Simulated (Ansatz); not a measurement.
# CuCO+ (singlet): the correlation ladder at a displaced geometry (v1), def2-SVP

The task here is to estimate one member of a computed series from the others.

Computed with Ansatz 0.2.0, Gaussian basis. Level: def2-SVP, core rule «outside noble gas», up to 11 orbitals frozen.

Plan: UHF; CCSD(T) on RHF; CISD; CCSDT(Q) on RHF; CASSCF and MRCISD+Q, 8 electrons in 8 orbitals; CASSCF and NEVPT2, 8 electrons in 8 orbitals.

14 further runs of the same task are left out: 5 that didn't finish, 9 set aside as unsound or not needed.

### The geometry

The geometry is a PBE0/def2-TZVP stationary point (not a proven minimum) with its atoms shifted at random (size 0.040 Å).

3 atoms, charge 1, spin multiplicity 1.

Atoms are counted from 1 here; the program's logs count them from 0.

Bond lengths: Cu1–C2 1.907 Å, C2–O3 1.158 Å. Angles: Cu1–C2–O3 175.8°.

Coordinates:

```xyz
3

Cu   -0.0154   -0.0090    1.6566
C    -0.0163   -0.0252   -0.2507
O     0.0317    0.0342   -1.4059
```

Set-up of the first run:

Contents of in.yaml:

```yaml
crystal:
  periodic: [false, false, false]
  atoms:
    - {symbol: Cu, position_ang: [-0.015433, -0.009008, 1.656640]}
    - {symbol: C, position_ang: [-0.016266, -0.025151, -0.250713]}
    - {symbol: O, position_ang: [0.031698, 0.034159, -1.405927]}
basis:
  gaussian: {orbitals: def2-SVP}
total_charge: 1
magnetization: {spin_polarized: true, initial_magnetization: 0}
hamiltonian: {xc: hf}
output: {orbitals: {seedname: orbitals}}
```

Started as:

```
> ansatz run in.yaml --threads 1 --pin off --events-out ev --progress --plain --max-ram 2393MiB
```

Steps of the session up to this table: UHF; CCSD(T) on RHF; CISD; CCSDT(Q) on RHF; CASSCF and MRCISD+Q, 8 electrons in 8 orbitals; CASSCF and NEVPT2, 8 electrons in 8 orbitals.

One of the session's tables, all rows but one given; the rest of the session is left out.

```
   method  from RCCSDT(Q) (kcal/mol)
      RHF                    +366.85
     RMP2                      -6.62
     CISD                     +52.45
    RCCSD                          ?
 RCCSD(T)                      -0.40
   RCCSDT                      -0.20
RCCSDT(Q)                          0
```

**Question.** Estimate the row for RCCSD.

The run gave: from RCCSDT(Q) (kcal/mol): +15.44. In the column «from RCCSDT(Q) (kcal/mol)» it lies between RCCSDT(Q) (0) and CISD (+52.45).

Left out of the table: CASSCF frontier, NEVPT2 frontier, MRCISD frontier, MRCISD+Q frontier (the active space lost an orbital or holds another state than full CI finds).

Limits of these values: Warnings in the runs' records: passed over end.
